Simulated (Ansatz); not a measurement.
# Cl: the cost of one run

All numbers below are computed with Ansatz 0.2.0 (DFT PBE+D3(BJ), plane waves, PAW, scalar-relativistic, no spin polarisation).

### Step 1. The structure to begin with

The cell holds 16 atoms (Cl16): a = 8.143 Å, b = 8.143 Å, c = 8.143 Å, α = 90.00°, β = 90.00°, γ = 90.00°.

Structure file:

```
CELL_PARAMETERS angstrom
8.14325 0.00000 0.00000
0.00000 8.14325 0.00000
0.00000 0.00000 8.14325
ATOMIC_POSITIONS crystal
Cl 0.56422 0.46809 0.19545
Cl 0.64674 0.26121 0.08763
Cl 0.05035 0.97549 0.07044
Cl 0.07082 0.17074 0.91980
Cl 0.98973 0.61119 0.92553
Cl 0.95641 0.59439 0.68090
Cl 0.29071 0.98949 0.61319
Cl 0.36405 0.77866 0.72000
Cl 0.70076 0.86277 0.43617
Cl 0.65893 0.86873 0.19235
Cl 0.37196 0.37331 0.69247
Cl 0.26688 0.38916 0.46900
Cl 0.96509 0.25449 0.63253
Cl 0.91046 0.39391 0.43553
Cl 0.34011 0.09349 0.27776
Cl 0.36126 0.10152 0.03134
```

### Step 2. Preparing the start

input.yaml

```yaml
crystal:
  lattice:
    - [8.143253, 0.0, 0.0]
    - [0.0, 8.143253, 0.0]
    - [0.0, 0.0, 8.143253]
  atoms:
    - { symbol: Cl, position: [0.5642248, 0.4680907, 0.195447] }
    - { symbol: Cl, position: [0.6467446, 0.2612113, 0.0876279] }
    - { symbol: Cl, position: [0.0503521, -0.024515, 1.0704391] }
    - { symbol: Cl, position: [0.0708197, 0.1707356, 0.919801] }
    - { symbol: Cl, position: [0.9897349, 0.6111893, 0.925527] }
    - { symbol: Cl, position: [0.9564136, 0.594392, 0.6809025] }
    - { symbol: Cl, position: [0.2907102, 0.9894852, 0.6131917] }
    - { symbol: Cl, position: [0.3640493, 0.778661, 0.7200005] }
    - { symbol: Cl, position: [0.7007642, 0.8627677, 0.436167] }
    - { symbol: Cl, position: [0.6589319, 0.8687293, 0.1923472] }
    - { symbol: Cl, position: [0.371956, 0.3733111, 0.6924729] }
    - { symbol: Cl, position: [0.2668831, 0.3891622, 0.4689958] }
    - { symbol: Cl, position: [0.965094, 0.2544944, 0.6325316] }
    - { symbol: Cl, position: [0.9104649, 0.3939134, 0.4355251] }
    - { symbol: Cl, position: [0.3401057, 0.0934884, 0.2777617] }
    - { symbol: Cl, position: [0.3612633, 0.1015239, 0.0313446] }
basis:
  ecutwfc: 420.0
kpoints:
  mp_grid: { grid: [1, 1, 1] }
hamiltonian:
  xc: pbe
  dispersion: d3bj
scf:
  occupations: { method: fermi_dirac, width: 0.05 }
  lower_state_search: "off"
relax:
  f_tol: 0.3
  max_steps: 15
  adjacent_minimum: "off"
```

Launch:

```bash
$ ansatz run input.yaml --threads 1 --pin off --max-ram 3072MiB --backend cpu --events-out ev --progress --plain --runs-dir out
```

What time and memory should one allow on 1 thread of Arm Neoverse V1, shared host?

About 34 s, with a peak of 0.46 GiB.
